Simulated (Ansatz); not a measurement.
# One shape, several levels: AlNH4O2 (SMILES [NH2][Al]([OH])[OH])

Aim: a comparison of 6 runs (B3LYP/6-31G*, CAM-B3LYP/6-311+G**, SVWN5/6-311+G**, r2SCAN/6-311+G**, wB97X/6-311+G**, MP2/6-311+G**) of AlNH4O2. 

Program for the calculation: Ansatz 0.2.0.

50 further runs of the same task are left out: 50 set aside as unsound or not needed.

### 1 The structure to begin with

The species is AlNH4O2 (8 atoms), meant as a singlet with charge 0. As SMILES, `[NH2][Al]([OH])[OH]`. One bond was lengthened or shortened from a relaxed shape.

Bond lengths: N1–Al2 1.760 Å, Al2–O3 2.203 Å, Al2–O4 1.692 Å, N1–H5 1.005 Å, N1–H6 1.006 Å, O3–H7 0.954 Å, O4–H8 0.955 Å. Angles: N1–Al2–O3 123.6°, N1–Al2–O4 117.6°, O3–Al2–O4 118.8°, Al2–N1–H5 126.0°, Al2–N1–H6 123.5°, Al2–O3–H7 124.8°, Al2–O4–H8 122.2°, H5–N1–H6 110.5°.

### 2 The energy at B3LYP/6-31G(d) (spherical functions) (run 1)

File molecule.yaml:

```yaml
crystal:
  periodic: [false, false, false]
  atoms:
    - symbol: "N"
      position_ang: [-0.917641, 1.518437, 0.304707]
    - symbol: Al
      position_ang: [-0.442341, -0.166763, 0.130507]
    - symbol: O
      position_ang: [1.569400, -0.806100, -0.500900]
    - symbol: O
      position_ang: [-1.604341, -1.348563, 0.469907]
    - symbol: H
      position_ang: [-0.331441, 2.317537, 0.136707]
    - symbol: H
      position_ang: [-1.836841, 1.809537, 0.593407]
    - symbol: H
      position_ang: [2.287000, -0.213800, -0.712700]
    - symbol: H
      position_ang: [-1.417041, -2.282263, 0.396907]
basis:
  gaussian:
    orbitals: 6-31G_st_-spherical.json
hamiltonian:
  xc: {name: B3LYP}
accuracy: high
output:
  orbitals: {seedname: orbitals}
```

The basis set 6-31G* is read from a file made from the Basis Set Exchange's data (not shown).

On the command line:

```sh
$ ansatz run molecule.yaml --threads 1 --pin off --max-ram 3480MiB --events-out events.jsonl --progress --plain --runs-dir runs
```

Standard output:

```text
Warning: RAYON_NUM_THREADS=1 ignored (pool sized by the plan → 1); use --threads N
Functional definition: B3LYP
  name "B3LYP"
  parameter a0 = 0.2
  parameter ax = 0.72
  parameter ac = 0.81
  exchange = (1 - a0 - ax)*slater_x + ax*b88_x + a0*exact_x
  correlation = (1 - ac)*vwn_rpa_c + ac*lyp_c
1468 factors; integrals over basis functions are off by at most 4.5e-9 eV
mean field evaluation 1: about -12231.2277 eV, gradient 9.4e1 eV
mean field evaluation 2: about -12187.2788 eV, gradient 1.7e2 eV
mean field evaluation 4: about -12247.5688 eV, gradient 9.8e0 eV
mean field evaluation 8: about -12247.8939 eV, gradient 9.3e-1 eV
mean field evaluation 16: about -12247.8960 eV, gradient 3.7e-5 eV
mean field -12247.89602408 eV, -450.1018769629 hartree, gradient 4.9e-8 eV, S^2 0.000000; 0 other end points of the search recorded, 0 dependent functions left out
reference -12247.89606484 eV, -450.1018784606 hartree; 20, 20 occupied and 48, 48 virtual orbitals, 1468 factors
Total energy: -12247.89606484 eV, -450.1018784606 hartree
```

Run time: 4.8 s. Hardware: 1 thread of Arm Neoverse V2, shared host; peak memory 0.2 GiB.

### 3 A single-point energy at CAM-B3LYP/6-311+G(d,p) (run 2)

File molecule.yaml:

```yaml
crystal:
  periodic: [false, false, false]
  atoms:
    - {symbol: N, position_ang: [-0.917641, 1.518437, 0.304707]}
    - {symbol: Al, position_ang: [-0.442341, -0.166763, 0.130507]}
    - {symbol: O, position_ang: [1.569400, -0.806100, -0.500900]}
    - {symbol: O, position_ang: [-1.604341, -1.348563, 0.469907]}
    - {symbol: H, position_ang: [-0.331441, 2.317537, 0.136707]}
    - {symbol: H, position_ang: [-1.836841, 1.809537, 0.593407]}
    - {symbol: H, position_ang: [2.287000, -0.213800, -0.712700]}
    - {symbol: H, position_ang: [-1.417041, -2.282263, 0.396907]}
basis:
  gaussian: {orbitals: 6-311+G_st__st_-spherical.json}
hamiltonian: {xc: {name: CAM-B3LYP}}
accuracy: high
output: {orbitals: {seedname: orbitals}}
```

The basis set 6-311+G** is read from a file made from the Basis Set Exchange's data (not shown).

On the command line:

```sh
$ ansatz run molecule.yaml --threads 1 --pin off --max-ram 3480MiB --events-out events.jsonl --progress --plain --runs-dir runs
```

Standard output:

```text
Warning: RAYON_NUM_THREADS=1 ignored (pool sized by the plan → 1); use --threads N
Functional definition: CAM-B3LYP
  name "CAM-B3LYP"
  parameter alpha = 0.19
  parameter beta = 0.46
  parameter omega = 0.33/bohr
[... 1 set-up line as earlier in the session ...]
  exchange = (1 - alpha - beta)*b88_x + beta*b88_x_sr(omega) + alpha*exact_x + beta*exact_x_lr(omega)
  correlation = (1 - ac)*vwn5_c + ac*lyp_c
2209 factors; integrals over basis functions are off by at most 1.2e-8 eV
500 factors; integrals over basis functions are off by at most 2.6e-9 eV
mean field evaluation 1: about -12232.9791 eV, gradient 9.8e1 eV
mean field evaluation 2: about -12212.3236 eV, gradient 1.4e2 eV
mean field evaluation 4: about -12248.9453 eV, gradient 8.1e0 eV
mean field evaluation 8: about -12249.1243 eV, gradient 4.6e-1 eV
mean field evaluation 16: about -12249.1247 eV, gradient 4.3e-5 eV
mean field -12249.12465811 eV, -450.1470284305 hartree, gradient 5.3e-8 eV, S^2 0.000000; 0 other end points of the search recorded, 0 dependent functions left out
reference -12249.12468231 eV, -450.1470293200 hartree; 20, 20 occupied and 100, 100 virtual orbitals, 2209 factors
Total energy: -12249.12468231 eV, -450.1470293200 hartree
```

It took 9.3 s on 1 thread of Arm Neoverse V2, shared host; peak memory 0.46 GiB.

Runs 3 to 5 aren't shown in full; the table further down has their settings and results.

### 4 A single-point energy at MP2/6-311+G(d,p) (run 6)

File input.yaml:

```yaml
crystal:
  periodic: [false, false, false]
  atoms:
    - {symbol: "N", position_ang: [-0.917641, 1.518437, 0.304707]}
    - {symbol: Al, position_ang: [-0.442341, -0.166763, 0.130507]}
    - {symbol: O, position_ang: [1.569400, -0.806100, -0.500900]}
    - {symbol: O, position_ang: [-1.604341, -1.348563, 0.469907]}
    - {symbol: H, position_ang: [-0.331441, 2.317537, 0.136707]}
    - {symbol: H, position_ang: [-1.836841, 1.809537, 0.593407]}
    - {symbol: H, position_ang: [2.287000, -0.213800, -0.712700]}
    - {symbol: H, position_ang: [-1.417041, -2.282263, 0.396907]}
basis:
  gaussian:
    orbitals: 6-311+G_st__st_-spherical.json
correlation:
  method: mp2
  frozen_orbitals: {Al: 5, H: 0, "N": 1, O: 1}
accuracy: high
```

The basis set 6-311+G** is read from a file made from the Basis Set Exchange's data (not shown).

On the command line:

```sh
$ ansatz run input.yaml --threads 1 --pin off --max-ram 3480MiB --events-out events.jsonl --progress --plain --runs-dir runs
```

Standard output:

```text
Warning: RAYON_NUM_THREADS=1 ignored (pool sized by the plan → 1); use --threads N
Functional definition: HF
  name "HF"
  exchange = exact_x
  correlation = 0
2209 factors; integrals over basis functions are off by at most 1.2e-8 eV
mean field evaluation 1: about -12199.5258 eV, gradient 6.3e1 eV
mean field evaluation 2: about -12199.5617 eV, gradient 6.3e1 eV
mean field evaluation 4: about -12206.5883 eV, gradient 4.0e0 eV
mean field evaluation 8: about -12206.6476 eV, gradient 3.8e-1 eV
mean field -12206.64839256 eV, -448.5860544630 hartree, gradient 6.8e-8 eV, S^2 0.000000; 0 other end points of the search recorded, 0 dependent functions left out
8 core orbitals not correlated: weight in the atoms' cores, before any rotation towards them, 1.000 or more for the frozen orbitals, at most 0.000 for the correlated occupied ones
reference -12206.64839256 eV, -448.5860544630 hartree; 12, 12 occupied and 100, 100 virtual orbitals, 2209 factors
second order -18.25773564 eV of doubles, -0.00000000 eV of singles
Total energy: -12224.90612820 eV, -449.2570138724 hartree
```

It took 4.2 s on 1 thread of Arm Neoverse V2, shared host; peak memory 0.34 GiB.

### 5 Overview of the runs

```
run                               level  frozen core orbitals  energy (Eh)  HOMO energy (eV)  LUMO energy (eV)  HOMO–LUMO gap (eV)  wall time
  1  B3LYP/6-31G* (spherical functions)                     –  -450.101878             -6.52             -1.03                5.49      4.8 s
  2                 CAM-B3LYP/6-311+G**                     –  -450.147029             -9.10             -0.61                8.48      9.3 s
  3                     SVWN5/6-311+G**                     –  -447.630002             -6.16             -2.42                3.74      4.8 s
  4                    r2SCAN/6-311+G**                     –  -450.079728             -6.27             -1.80                4.47       13 s
  5                     wB97X/6-311+G**                     –  -450.151030            -10.11              0.46               10.58       28 s
  6                       MP2/6-311+G**                     8  -449.257014                 –                 –                   –      4.2 s
```

### 6 Summary of results

| quantity | value |
| --- | --- |
| run 6: total energy | -449.25701 Eh |
| run 6: correlation energy (8 core orbitals frozen) | -671.0 mEh |

**Reading.** Over runs 1, 2, 3, 4, 5 the HOMO–LUMO gap runs from 3.74 eV (SVWN5/6-311+G**) to 10.58 eV (wB97X/6-311+G**). Totals of different functionals can't be ranked against each other. All runs together took 64 s, the longest 28 s.
